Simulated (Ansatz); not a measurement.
I need a projected density of states of HfC, space group P6_3/mmc. Use Ansatz 0.2.0 through its Python package. Level of theory: PBEsol, PAW, cutoff 517 eV, 7×7×4 k-points, Fermi-Dirac smearing of 0.15 eV.

```
CELL_PARAMETERS angstrom
3.34287 0.00000 0.00000
-1.67143 2.89501 0.00000
0.00000 0.00000 5.20271
ATOMIC_POSITIONS crystal
Hf 0.66667 0.33333 0.75000
Hf 0.33333 0.66667 0.25000
C 0.00000 0.00000 0.00000
C 0.00000 0.00000 0.50000
```

`run_pdos.py`:
```python
"""Projected density of states of HfC."""

from collections import Counter
import json
import warnings

import ansatz as az
import numpy as np
from pymatgen.core import Lattice, Structure
from pymatgen.io.ase import AseAtomsAdaptor

SETTINGS = {
    "kmesh": (7, 7, 4),
    "smearing": "Fermi-Dirac",
    "extra_bands": 14,
}


def main() -> None:
    warnings.simplefilter("ignore", az.DeckWarning)

    pmg_structure = Structure(
        Lattice([(3.34287, 0.0, 0.0), (-1.67143, 2.89501, 0.0), (0.0, 0.0, 5.20271)]),
        ["Hf", "Hf", "C", "C"],
        [
            (2 / 3, 1 / 3, 0.75),
            (1 / 3, 2 / 3, 0.25),
            (0.0, 0.0, 0.0),
            (0.0, 0.0, 0.5),
        ],
    )
    crystal = az.Crystal.from_ase(AseAtomsAdaptor.get_atoms(pmg_structure))

    job = (
        crystal.calculation()
        .functional(az.Functional.PBESOL)
        .basis(19 * az.Ha)
        .kpoints(*SETTINGS["kmesh"])
        .occupations(SETTINGS["smearing"], width=150 * az.meV)
        .scf(extra_bands=SETTINGS["extra_bands"])
        .density_of_states(projected=True, energy_step=0.1)
    )
    res = job.run(events_out="events.ndjson")
    r = res.report
    with open("events.ndjson") as stream:
        kinds = Counter(json.loads(line)["event"] for line in stream)
    print("events:", {kind: kinds[kind] for kind in ("scf_iter", "scf_done", "notice", "finished")})

    dos = res.density_of_states()
    energy = np.asarray(dos.energies_ev) - dos.fermi_ev
    curves = {}
    for site in res.projected_density_of_states().sites:
        for shell in site.shells:
            weight = sum(np.sum(curve.g_bin_mean_per_ev, axis=0) for curve in shell.curves)
            name = f"{site.species} {shell.label}"
            curves[name] = curves.get(name, 0) + weight

    print("E-EF   " + " ".join(f"{name:>8s}" for name in curves))
    for e in np.arange(-8, 6 + 0.1, 1.0):
        print(f"{e:5.1f}  " + " ".join(f"{np.interp(e, energy, g):8.3f}" for g in curves.values()))


if __name__ == "__main__":
    main()
```

`python run_pdos.py` gives:
```text
events: {'scf_iter': 8, 'scf_done': 1, 'notice': 2, 'finished': 1}
E-EF      Hf 5S    Hf 6S    Hf 5P    Hf 5D    Hf 4F     C 2S     C 2P
 -8.0     0.000    0.000    0.000    0.000    0.000    0.000    0.000
 -7.0     0.000    0.000    0.000    0.000    0.000    0.000    0.000
 -6.0     0.006    0.029    0.002    0.091    0.001    0.006    0.128
 -5.0     0.026    0.172    0.026    0.587    0.006    0.066    0.841
 -4.0     0.011    0.119    0.059    0.754    0.006    0.065    1.450
 -3.0     0.002    0.070    0.093    2.068    0.010    0.033    2.699
 -2.0     0.002    0.021    0.059    1.570    0.012    0.046    1.954
 -1.0     0.001    0.013    0.009    0.928    0.004    0.022    0.628
  0.0     0.000    0.003    0.000    0.138    0.000    0.001    0.040
  1.0     0.000    0.024    0.009    1.016    0.006    0.015    1.127
  2.0     0.000    0.011    0.002    0.780    0.002    0.016    0.177
  3.0     0.001    0.023    0.002    1.098    0.002    0.031    0.189
  4.0     0.001    0.090    0.002    1.868    0.003    0.091    0.392
  5.0     0.002    0.147    0.004    2.011    0.002    0.227    0.357
  6.0     0.006    0.200    0.004    2.191    0.002    0.314    0.427
```

What to keep in mind:
- For a metal this k-point mesh is coarse: on a finer one energies can move by several to tens of meV an atom and pressures by half a GPa or more, differences at one mesh by less.
- Spin-orbit coupling, which matters for elements this heavy, is left out.
- The structure comes from a database of computed cells and needn't be a stable or known phase.
- Curves are summed over the cell's atoms. Only shells that the potentials hold have channels, so projections don't add up to the total, least of all where a shell is missing (p of most metals); heights and places of peaks move with the mesh.
- The density of states is complete only as far up as bands were computed.
- Finished in 8.3 s on 1 thread of Arm Neoverse N1 (shared host), peak memory 0.47 GiB.

(Lines on the test bed's own set-up are left out of the output.)
